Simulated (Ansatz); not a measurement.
**CH₃Cl₃OTi: up Jacob's ladder to CCSD(T)**

One table from this session's results is given with a row withheld; the runs are named, their logs left out.

Method: functionals in def2-TZVPP, the program's frozen cores in correlated methods; program: Ansatz 0.2.0, Gaussian basis.

Levels to be run: LDA (SPW92), PBE-D4, revPBE-D4, BLYP-D4, r2SCAN-D4, B97M-V, PBE0-D4, B3LYP-D4, r2SCANh-D4, r2SCAN0-D4, HSE06-D4, BHLYP-D4, CAM-B3LYP-D4, LC-ωPBE, ωB97X-V, ωB97M-V, B2PLYP, PBE-QIDH; CCSD(T)/def2-SVP; CCSD(T)/def2-TZVPP; MP2/def2-QZVPP; extrapolation to the limit; RPA on PBE.

## The relaxed structure

All runs share one geometry, relaxed beforehand with PBE0-D4 in a triple-zeta def2 set.

9 atoms, charge 0, spin multiplicity 1.

Atoms are counted from 1 here; the program's logs count them from 0.

Bond lengths: C1–O2 1.395 Å, C1–H7 1.093 Å, C1–H8 1.093 Å, C1–H9 1.093 Å, O2–Ti3 1.719 Å, Ti3–Cl4 2.187 Å, Ti3–Cl5 2.187 Å, Ti3–Cl6 2.187 Å. Angles: O2–C1–H7 109.4°, O2–C1–H8 109.4°, O2–C1–H9 109.4°, H7–C1–H8 109.5°, H7–C1–H9 109.5°, H8–C1–H9 109.5°, C1–O2–Ti3 179.9°, O2–Ti3–Cl4 108.6°, O2–Ti3–Cl5 108.6°, O2–Ti3–Cl6 108.6°, Cl4–Ti3–Cl5 110.3°, Cl4–Ti3–Cl6 110.3°, Cl5–Ti3–Cl6 110.3°.

The first run:

The input, in.yaml:

```yaml
crystal:
  periodic: [false, false, false]
  atoms:
    - {symbol: C, position_ang: [0.275865, -1.394594, 0.847478]}
    - {symbol: O, position_ang: [0.051308, -0.220714, 0.128872]}
    - {symbol: Ti, position_ang: [-0.225985, 1.226770, -0.755204]}
    - {symbol: Cl, position_ang: [-1.893958, 0.895580, -2.130840]}
    - {symbol: Cl, position_ang: [1.590048, 1.723123, -1.868683]}
    - {symbol: Cl, position_ang: [-0.711910, 2.824906, 0.657091]}
    - {symbol: H, position_ang: [1.296845, -1.740308, 0.668957]}
    - {symbol: H, position_ang: [-0.431270, -2.161099, 0.521557]}
    - {symbol: H, position_ang: [0.137558, -1.200064, 1.913671]}
basis:
  gaussian: {orbitals: def2-TZVPP}
hamiltonian: {xc: lda}
output: {orbitals: {seedname: orbitals}}
```

Started as:

```console
ansatz run in.yaml --threads 8 --pin off --events-out ev --progress --plain --max-ram 18278MiB
```

Among the steps run: LDA; PBE-D4 (GGA); revPBE-D4 (GGA); BLYP-D4 (GGA); r2SCAN-D4 (meta-GGA); B97M-V (meta-GGA); PBE0-D4 (hybrid); B3LYP-D4 (hybrid); r2SCANh-D4 (hybrid); r2SCAN0-D4 (hybrid); HSE06-D4 (hybrid); BHLYP-D4 (hybrid); CAM-B3LYP-D4 (range-separated); LC-ωPBE (range-separated); ωB97X-V (range-separated); ωB97M-V (range-separated); B2PLYP (double hybrid); PBE-QIDH (double hybrid).

One of the session's tables, all rows but one given; the rest of the session is left out.

It belongs to the step «Orbital energies across the functionals». 

```
  functional  HOMO (eV)  LUMO (eV)  gap (eV)
 LDA (SPW92)      -7.81      -3.92      3.89
      PBE-D4      -7.67      -3.72      3.96
   revPBE-D4      -7.62      -3.64      3.98
     BLYP-D4      -7.52      -3.60      3.92
   r2SCAN-D4      -8.04      -3.72      4.32
      B97M-V          ?          ?         ?
     PBE0-D4      -9.06      -2.91      6.16
    B3LYP-D4      -8.78      -3.13      5.65
  r2SCANh-D4      -8.56      -3.40      5.16
  r2SCAN0-D4      -9.32      -2.89      6.43
    HSE06-D4      -8.66      -3.28      5.38
    BHLYP-D4     -10.29      -1.88      8.41
CAM-B3LYP-D4     -10.37      -1.86      8.52
     LC-ωPBE     -11.78      -0.84     10.95
     ωB97X-V     -11.41      -0.82     10.59
     ωB97M-V     -11.24      -0.78     10.46
```

Q: Estimate the row for B97M-V from the others.

As computed: HOMO (eV): -8.13; LUMO (eV): -3.74; gap (eV): 4.39. In the column «HOMO (eV)» it lies between r2SCANh-D4 (-8.56) and r2SCAN-D4 (-8.04).
